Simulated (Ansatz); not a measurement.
# C₂H₈InNS: one species, many methods

Aim: compute C₂H₈InNS with functionals from several rungs and with coupled cluster, and see how far each lands from CCSD(T) at the basis-set limit for the atomisation energy.

Computed with Ansatz 0.2.0, Gaussian basis. Level: functionals in def2-TZVPP, the program's frozen cores in correlated methods.

Plan: PBE-D4, r2SCAN-D4, PBE0-D4, B3LYP-D4, ωB97X-V, ωB97M-V, B2PLYP; CCSD(T)/def2-TZVPP; MP2/def2-QZVPP; extrapolation to the limit.

### 1 The geometry

All runs share one geometry, relaxed beforehand with PBE0-D4 in a triple-zeta def2 set. In takes the def2 core potential; no spin-orbit term is included.

SMILES `C[N](C)[InH][SH]`, 13 atoms, charge 0, spin multiplicity 1.

Atoms are counted from 1 here; the program's logs count them from 0.

Bond lengths: C1–N2 1.439 Å, C1–H6 1.101 Å, C1–H7 1.093 Å, C1–H8 1.101 Å, N2–C3 1.436 Å, N2–In4 2.010 Å, C3–H9 1.101 Å, C3–H10 1.101 Å, C3–H11 1.092 Å, In4–S5 2.385 Å, In4–H12 1.704 Å, S5–H13 1.343 Å. Angles: N2–C1–H6 111.7°, N2–C1–H7 111.2°, N2–C1–H8 111.7°, H6–C1–H7 107.5°, H6–C1–H8 106.9°, H7–C1–H8 107.5°, C1–N2–C3 112.7°, C1–N2–In4 122.2°, C3–N2–In4 125.2°, N2–C3–H9 111.8°, N2–C3–H10 111.7°, N2–C3–H11 111.4°, H9–C3–H10 107.0°, H9–C3–H11 107.3°, H10–C3–H11 107.3°, N2–In4–S5 116.0°, N2–In4–H12 121.0°, S5–In4–H12 123.1° and more.

### 2 PBE-D4 (GGA)

Input file in.yaml:

```yaml
crystal:
  periodic: [false, false, false]
  atoms:
    - {symbol: C, position_ang: [-1.241759, 0.675775, -1.015347]}
    - {symbol: N, position_ang: [-0.215278, 0.118721, -0.174240]}
    - {symbol: C, position_ang: [0.215782, 1.028947, 0.849364]}
    - {symbol: In, position_ang: [0.502214, -1.739162, -0.448911]}
    - {symbol: S, position_ang: [2.201342, -2.437337, 1.072280]}
    - {symbol: H, position_ang: [-0.898751, 1.588338, -1.527532]}
    - {symbol: H, position_ang: [-1.552412, -0.035487, -1.784896]}
    - {symbol: H, position_ang: [-2.138228, 0.950284, -0.437638]}
    - {symbol: H, position_ang: [-0.613449, 1.319061, 1.513331]}
    - {symbol: H, position_ang: [0.626490, 1.957563, 0.423093]}
    - {symbol: H, position_ang: [0.994054, 0.585786, 1.474840]}
    - {symbol: H, position_ang: [-0.089247, -2.730523, -1.701674]}
    - {symbol: H, position_ang: [2.209242, -1.281977, 1.757350]}
basis:
  gaussian: {orbitals: def2-TZVPP}
hamiltonian: {xc: pbe, dispersion: d4}
output: {forces: true, orbitals: {seedname: orbitals}}
```

The run is started by

```
$ ansatz run in.yaml --threads 2 --pin off --events-out ev --progress --plain --max-ram 22528MiB --backend cuda --devices 0, --max-vram 18GiB
```

Further steps of the session: r2SCAN-D4 (meta-GGA); PBE0-D4 (hybrid); B3LYP-D4 (hybrid); ωB97X-V (range-separated); ωB97M-V (range-separated); B2PLYP (double hybrid); CCSD(T) in def2-TZVPP; MP2 in def2-QZVPP.

Before running them: what should the planned runs give, taken together? Wanted: atomisation energy, CCSD(T)/CBS; farthest; mean size of error, hybrid; mean size of error, range-separated; gap, smallest and largest; T1 diagnostic; triples share of the correlation energy.

As calculated:

```
                                quantity                                           value
         atomisation energy, CCSD(T)/CBS                                 1031.5 kcal/mol
functionals within 10.3 kcal/mol (1.0 %)  r2SCAN-D4, PBE0-D4, B3LYP-D4, ωB97X-V, ωB97M-V
                                farthest                         B2PLYP (-17.6 kcal/mol)
              mean size of error, hybrid                                    3.5 kcal/mol
     mean size of error, range-separated                                    2.4 kcal/mol
               gap, smallest and largest             3.30 eV (PBE-D4), 9.15 eV (ωB97X-V)
                           T1 diagnostic                                          0.0150
 triples share of the correlation energy                                           3.8 %
```

In words: PBE-D4 is off by +13.9 kcal/mol. Double hybrids carry the basis error of their MP2 part in triple zeta, and no dispersion term here, so their miss is partly the set-up's. Misses under about 10.3 kcal/mol are within the doubt on the reference itself, which lacks core-valence correlation, spin-orbit coupling and higher excitations, and its outer-core shells are covered unevenly. All levels share the lack of spin-orbit coupling, which lowers the free heavy atoms and so the true binding. Hartree-Fock recovers 71 % of the binding; the rest is correlation. Orbital gaps span 3.3 to 9.2 eV; exact exchange widens them. Correlated methods include outer-core shells of In, which these sets cover unevenly.
